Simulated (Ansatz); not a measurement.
Working through a rigid scan of one bond length of BrHSSi, SMILES S[Si]Br

With Ansatz 0.2.0 through its Python package.

Run as a notebook:

```python
from dataclasses import dataclass

import ansatz
from ase import Atoms
import matplotlib.pyplot as plt
import numpy as np


@dataclass
class RunConfig:
    basis_set: str = 'def2-SVP'
    level: str = 'mp2'
```

```python
cfg = RunConfig()
```

```python
atoms = Atoms(['S', 'Si', 'Br', 'H'], positions=[
    (-0.1746, 0.9748, -0.6136),
    (-0.1784, -0.8546, 0.4216),
    (1.8582, -1.2, 1.1223),
    (-1.4497, 1.0195, -0.9505),
])
geometry = ansatz.Crystal.molecule_from_ase(atoms)
```

```python
symbols = [site.symbol for site in geometry.cartesian_sites]
start = np.array([site.position_ang for site in geometry.cartesian_sites])
axis = (start[0] - start[1]) / np.linalg.norm(start[0] - start[1])
moving = [0, 3]
lengths, energies = [1.85, 1.934, 2.018, 2.102, 2.186, 2.27, 2.354, 2.48], []
for length in lengths:
    xyz = start.copy()
    xyz[moving] += (length - np.linalg.norm(start[0] - start[1])) * axis
    point = ansatz.Crystal.molecule()
    for symbol, place in zip(symbols, xyz):
        point = point.atom(symbol, place.tolist())
    calc = (
        point.calculation()
        .basis(gaussian=cfg.basis_set)
        .correlation(cfg.level)
    )
    r = calc.run(threads=1, pin='off').report
    energies.append(r['free_energy_ev'])
    print(f'r = {length:6.3f} A  E = {energies[-1]:.5f} eV  <S^2> = {abs(r["mean_field"]["state"]["spin_squared"]):.3f}')

# quartic fit about the minimum
fit = np.polynomial.Polynomial.fit(lengths, np.array(energies) - min(energies), 4).convert()
roots = [r.real for r in fit.deriv().roots() if abs(r.imag) < 1e-9 and fit.deriv(2)(r.real) > 0]
r_e = min(roots, key=lambda r: abs(r - lengths[int(np.argmin(energies))]))
print(f'minimum of the fit at {r_e:.4f} A, force constant {fit.deriv(2)(r_e):.2f} eV/A^2')
plt.figure(figsize=(4.5, 3))
plt.plot(lengths, np.array(energies) - min(energies), 'o-')
plt.xlabel('bond length (A)')
plt.ylabel('E - E(min) (eV)')
plt.tight_layout()
plt.savefig('scan.png', dpi=100)
```

    r =  1.850 A  E = -88692.01613 eV  <S^2> = 0.000
    r =  1.934 A  E = -88692.57994 eV  <S^2> = 0.000
    r =  2.018 A  E = -88692.88343 eV  <S^2> = 0.000
    r =  2.102 A  E = -88693.00282 eV  <S^2> = 0.000
    r =  2.186 A  E = -88692.99364 eV  <S^2> = 0.000
    r =  2.270 A  E = -88692.89637 eV  <S^2> = 0.000
    r =  2.354 A  E = -88692.74052 eV  <S^2> = 0.000
    r =  2.480 A  E = -88692.44193 eV  <S^2> = 0.000
    minimum of the fit at 2.1341 A, force constant 15.73 eV/A^2

Total energies depend on the basis set; only differences at equal settings carry meaning. The rest of the molecule is held rigid at a force-field or estimated start geometry, and the basis set is modest; single-reference methods fail as a bond breaks. The orbitals are restricted, so S² is zero by construction. S² is that of the Hartree-Fock reference. Finished in 9.7 s on 1 thread of Intel(R) Xeon(R) Processor @ 2.30GHz, on a shared host, peak memory 0.3 GiB.
